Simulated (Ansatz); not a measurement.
**CH7F2NSi2: one species, many methods**

The task here is to estimate one member of a computed series from the others.

Method: functionals in def2-TZVPP, the program's frozen cores in correlated methods; program: Ansatz 0.2.0, Gaussian basis.

Plan: PBE-D4, r2SCAN-D4, PBE0-D4, B3LYP-D4, ωB97X-V, ωB97M-V, B2PLYP; CCSD(T)/def2-TZVPP; MP2/def2-QZVPP; extrapolation to the limit.

## The geometry

An earlier PBE0-D4 in a triple-zeta def2 set relaxation fixed the geometry.

SMILES `CN([SiH2]F)[SiH2]F`, 13 atoms, charge 0, spin multiplicity 1.

Atoms are counted from 1 here; the program's logs count them from 0.

Bond lengths: C1–N2 1.469 Å, C1–H7 1.094 Å, C1–H8 1.094 Å, C1–H9 1.093 Å, N2–Si3 1.713 Å, N2–Si5 1.713 Å, Si3–F4 1.600 Å, Si3–H10 1.477 Å, Si3–H11 1.481 Å, Si5–F6 1.600 Å, Si5–H12 1.481 Å, Si5–H13 1.477 Å. Angles: N2–C1–H7 110.5°, N2–C1–H8 110.5°, N2–C1–H9 111.8°, H7–C1–H8 107.5°, H7–C1–H9 108.2°, H8–C1–H9 108.2°, C1–N2–Si3 117.5°, C1–N2–Si5 117.5°, Si3–N2–Si5 124.7°, N2–Si3–F4 111.8°, N2–Si3–H10 108.8°, N2–Si3–H11 109.1°, F4–Si3–H10 107.8°, F4–Si3–H11 105.5°, H10–Si3–H11 113.8°, N2–Si5–F6 111.9°, N2–Si5–H12 109.0°, N2–Si5–H13 108.8° and more.

Coordinates:

```csv
atom,x (Å),y (Å),z (Å)
C1,-0.0585,-1.0884,-1.0500
N2,0.0683,-0.0588,-0.0104
Si3,0.7160,1.4578,-0.4738
F4,-0.2927,2.2755,-1.4090
Si5,-0.5775,-0.4113,1.5364
F6,-2.1773,-0.4458,1.5209
H7,0.0007,-2.0876,-0.6094
H8,0.7539,-1.0015,-1.7770
H9,-1.0067,-1.0088,-1.5877
H10,0.9611,2.2631,0.7402
H11,1.9264,1.2351,-1.2977
H12,-0.1567,-1.7736,1.9369
H13,-0.1570,0.6443,2.4805
```

The first run:

Input file in.yaml:

```yaml
crystal:
  periodic: [false, false, false]
  atoms:
    - {symbol: C, position_ang: [-0.058450, -1.088440, -1.049964]}
    - {symbol: N, position_ang: [0.068290, -0.058778, -0.010403]}
    - {symbol: Si, position_ang: [0.716002, 1.457819, -0.473822]}
    - {symbol: F, position_ang: [-0.292695, 2.275524, -1.409015]}
    - {symbol: Si, position_ang: [-0.577531, -0.411310, 1.536408]}
    - {symbol: F, position_ang: [-2.177265, -0.445786, 1.520938]}
    - {symbol: H, position_ang: [0.000714, -2.087614, -0.609394]}
    - {symbol: H, position_ang: [0.753860, -1.001478, -1.776965]}
    - {symbol: H, position_ang: [-1.006729, -1.008784, -1.587650]}
    - {symbol: H, position_ang: [0.961119, 2.263080, 0.740239]}
    - {symbol: H, position_ang: [1.926394, 1.235127, -1.297707]}
    - {symbol: H, position_ang: [-0.156721, -1.773645, 1.936879]}
    - {symbol: H, position_ang: [-0.156979, 0.644295, 2.480455]}
basis:
  gaussian: {orbitals: def2-TZVPP}
hamiltonian: {xc: pbe, dispersion: d4}
output: {forces: true, orbitals: {seedname: orbitals}}
```

Launch:

```sh
> ansatz run in.yaml --threads 2 --pin off --events-out ev --progress --plain --max-ram 32768MiB --backend cuda --devices 0, --max-vram 18GiB
```

Among the steps run: PBE-D4 (GGA); r2SCAN-D4 (meta-GGA); PBE0-D4 (hybrid); B3LYP-D4 (hybrid); ωB97X-V (range-separated); ωB97M-V (range-separated); B2PLYP (double hybrid); CCSD(T) in def2-TZVPP; MP2 in def2-QZVPP.

One table of the session follows, with a row left open; its other results are not shown here.

```
            method  atomisation energy (eV)
            PBE-D4                   50.167
         r2SCAN-D4                   49.801
           PBE0-D4                   49.445
          B3LYP-D4                   49.873
           ωB97X-V                   50.204
           ωB97M-V                   50.086
            B2PLYP                   49.415
     HF/def2-TZVPP                   37.043
    MP2/def2-TZVPP                   49.520
   CCSD/def2-TZVPP                   48.073
CCSD(T)/def2-TZVPP                        ?
           MP2/CBS                   50.956
       CCSD(T)/CBS                   50.126
```

Estimate the missing values for CCSD(T)/def2-TZVPP.

The run gave: atomisation energy (eV): 48.690. In the column «atomisation energy (eV)» it lies between CCSD/def2-TZVPP (48.073) and B2PLYP (49.415).
